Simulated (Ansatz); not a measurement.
# HfO+ (quartet): from Hartree-Fock to the top rungs, def2-QZVPP

One table from this session's results is given with a row withheld; the runs are named, their logs left out.

Method: def2-QZVPP, core rule «outside noble gas», up to 5 orbitals frozen; program: Ansatz 0.2.0, Gaussian basis.

The runs, in order: UHF; ROHF; CCSD(T) on UHF.

2 further runs of the same task are left out: 2 set aside as unsound or not needed.

## The geometry

The geometry is a PBE0/def2-TZVP stationary point (not a proven minimum) of the parent state, kept for this charge and spin. No spin-orbit coupling is included. Elements past krypton take def2 core potentials.

2 atoms, charge 1, spin multiplicity 4.

Atoms are counted from 1 here; the program's logs count them from 0.

Bond lengths: Hf1–O2 1.741 Å.

Set-up of the first run:

Input file in.yaml:

```yaml
crystal:
  periodic: [false, false, false]
  atoms:
    - {symbol: Hf, position_ang: [0.000000, 0.000000, 0.000000]}
    - {symbol: O, position_ang: [0.000000, 0.000000, 1.741200]}
basis:
  gaussian: {orbitals: "def2-QZVPP.json"}
total_charge: 1
magnetization: {spin_polarized: true, initial_magnetization: 3}
hamiltonian: {xc: hf}
output: {orbitals: {seedname: orbitals}}
```

The run is started by

```
$ ansatz run in.yaml --threads 1 --pin off --events-out ev --progress --plain --max-ram 4096MiB --backend cpu
```

Steps of the session up to this table: UHF; ROHF; CCSD(T) on UHF.

One table of the session follows, with a row left open; its other results are not shown here.

```
  method  from UCCSD(T) (meV)
    ROHF              +7344.4
     UHF              +7146.1
    UMP2                    ?
   UCCSD               +274.9
UCCSD(T)                    0
```

**Question.** Estimate the row for UMP2.

The run gave: from UCCSD(T) (meV): +530.4. In the column «from UCCSD(T) (meV)» it lies between UCCSD (+274.9) and UHF (+7146.1).
